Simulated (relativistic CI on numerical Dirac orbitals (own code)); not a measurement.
# Mn³⁺: L2,3 absorption with charge transfer

Aim: the L2,3 absorption spectrum of Mn³⁺ in a cubic metal-ligand cluster, for 3 values of Delta.

The numbers are computed with relativistic CI on numerical Dirac orbitals (own code) version 3 (charge-transfer multiplet model of a cubic metal-ligand cluster with up to 1 ligand holes, Slater and spin-orbit integrals from Dirac-Coulomb-Breit ions, Slater integrals scaled by 0.7), except any that are marked as measured or tabulated.

## 1. Starting point

```
ion                  : Mn³⁺ (Mn IV)
nuclear charge       : 25
electrons            : 22
d electrons          : 4
ligand holes at most : 1
parameters           : in eV; Veg, Vt2g hoppings, tenDq and tenDqL metal and ligand splittings (negative tenDq: tetrahedral), red the scaling of hopping with a core hole
temperature          : 300 K
widths               : Lorentz 0.4 eV, Gauss 0.3 eV
```

## 2. Delta = 1.2 eV

Settings, as recorded:

```ini
cluster ion=Mn3+ d4 ligand_holes=1 slater_scale=0.7
Delta=1.2 Udd=5.2 Upd=6.2 tenDq=0.7 tenDqL=0.8 Veg=3.05 Vt2g=-1.36 red=1
spectrum xas L2,3 T=300 lorentz=0.4 gauss=0.3
```

On the command line:

```sh
$ python run_levels.py task.json out
```

The settings of every run stand in task.json; they run in order.

## 3. Delta = -1.8 eV

Settings, as recorded:

```ini
cluster ion=Mn3+ d4 ligand_holes=1 slater_scale=0.7
Delta=-1.8 Udd=5.2 Upd=6.2 tenDq=0.7 tenDqL=0.8 Veg=3.05 Vt2g=-1.36 red=1
spectrum xas L2,3 T=300 lorentz=0.4 gauss=0.3
```

## 4. Delta = 3.2 eV

Settings, as recorded:

```ini
cluster ion=Mn3+ d4 ligand_holes=1 slater_scale=0.7
Delta=3.2 Udd=5.2 Upd=6.2 tenDq=0.7 tenDqL=0.8 Veg=3.05 Vt2g=-1.36 red=1
spectrum xas L2,3 T=300 lorentz=0.4 gauss=0.3
```

(Steps that only read results are left out.)

What does the calculation give? Wanted: d count; ground spin.

**Answer**, as computed:

| run | d count | weight without ligand hole | ground S | up to four highest peaks (% of the highest), eV from the first main peak |
| --- | --- | --- | --- | --- |
| Delta = 1.2 eV | 4.48 | 0.52 | 2.00 | -1.2 (42), 0.0 (100), 9.3 (28), 11.5 (40) |
| Delta = -1.8 eV | 4.63 | 0.37 | 2.00 | -1.0 (33), 0.0 (100), 11.2 (32), 11.5 (32) |
| Delta = 3.2 eV | 4.39 | 0.61 | 2.00 | -1.3 (44), 0.0 (100), 9.0 (28), 11.5 (40) |

```
                           quantity         value
                            d count  4.39 to 4.63
ground spin (effective S from ⟨S²⟩)          2.00
```

In words: From Delta = -1.8 eV to Delta = 3.2 eV the ground-state d count goes from 4.63 to 4.39. In the first run d4 holds 52 % of the ground state. The space is cut at the given number of ligand holes while the last configuration still holds over a tenth of the ground state. The cluster parameters are drawn, not fitted to a compound.
